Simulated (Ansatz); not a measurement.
# C2H6S2Si: the cost of one run

All numbers below are computed with Ansatz 0.2.0 (RKS BHLYP/def2-SVP).

**1. The starting structure**

Bond lengths: C1–Si2 1.792 Å, Si2–C3 1.890 Å, C3–S4 1.630 Å, C3–S5 1.757 Å, C1–H6 1.149 Å, C1–H7 1.120 Å, C1–H8 1.064 Å, Si2–H9 1.524 Å, Si2–H10 1.484 Å, S5–H11 1.332 Å. Angles (14 of 16 angles, heavy atoms first): C1–Si2–C3 111.5°, Si2–C3–S4 117.6°, Si2–C3–S5 118.3°, S4–C3–S5 123.9°, C1–Si2–H9 106.7°, C1–Si2–H10 108.4°, C3–Si2–H9 113.8°, C3–Si2–H10 111.9°, Si2–C1–H6 113.0°, Si2–C1–H7 113.3°, Si2–C1–H8 114.6°, C3–S5–H11 94.1°, H9–Si2–H10 104.1°, H6–C1–H7 103.5°.

Coordinates:

```xyz
11

C    -0.6331    1.3202    0.8457
Si    0.7100    0.2101    0.4260
C     0.1099   -1.2333   -0.6355
S    -0.3798   -2.5834    0.1349
S     0.2479   -1.0980   -2.3814
H    -1.1408    1.7794   -0.0773
H    -0.3011    2.2143    1.4334
H    -1.4222    0.8714    1.4010
H     1.3512   -0.2191    1.7401
H     1.7703    0.9942   -0.2553
H    -0.2470   -2.3128   -2.6112
```

**2. Relaxing end A**

input.yaml

```yaml
crystal:
  periodic: [false, false, false]
  atoms:
    - { symbol: C, position_ang: [-0.6331, 1.3202, 0.8457] }
    - { symbol: Si, position_ang: [0.71, 0.2101, 0.426] }
    - { symbol: C, position_ang: [0.1099, -1.2333, -0.6355] }
    - { symbol: S, position_ang: [-0.3798, -2.5834, 0.1349] }
    - { symbol: S, position_ang: [0.2479, -1.098, -2.3814] }
    - { symbol: H, position_ang: [-1.1408, 1.7794, -0.0773] }
    - { symbol: H, position_ang: [-0.3011, 2.2143, 1.4334] }
    - { symbol: H, position_ang: [-1.4222, 0.8714, 1.401] }
    - { symbol: H, position_ang: [1.3512, -0.2191, 1.7401] }
    - { symbol: H, position_ang: [1.7703, 0.9942, -0.2553] }
    - { symbol: H, position_ang: [-0.247, -2.3128, -2.6112] }
basis:
  gaussian: { orbitals: def2-SVP }
hamiltonian:
  xc: { name: BHLYP }
relax:
  f_tol: 0.02
  max_steps: 50
```

Launch:

```
ansatz run input.yaml --threads 2 --pin off --max-ram 3072MiB --backend cpu --events-out ev --progress --plain --runs-dir out
```

Q: Estimate wall time and peak memory on 2 threads of INTEL XEON PLATINUM 8581C at 2.10GHz (Emerald Rapids), shared host.

About 35 s, with a peak of 0.28 GiB.
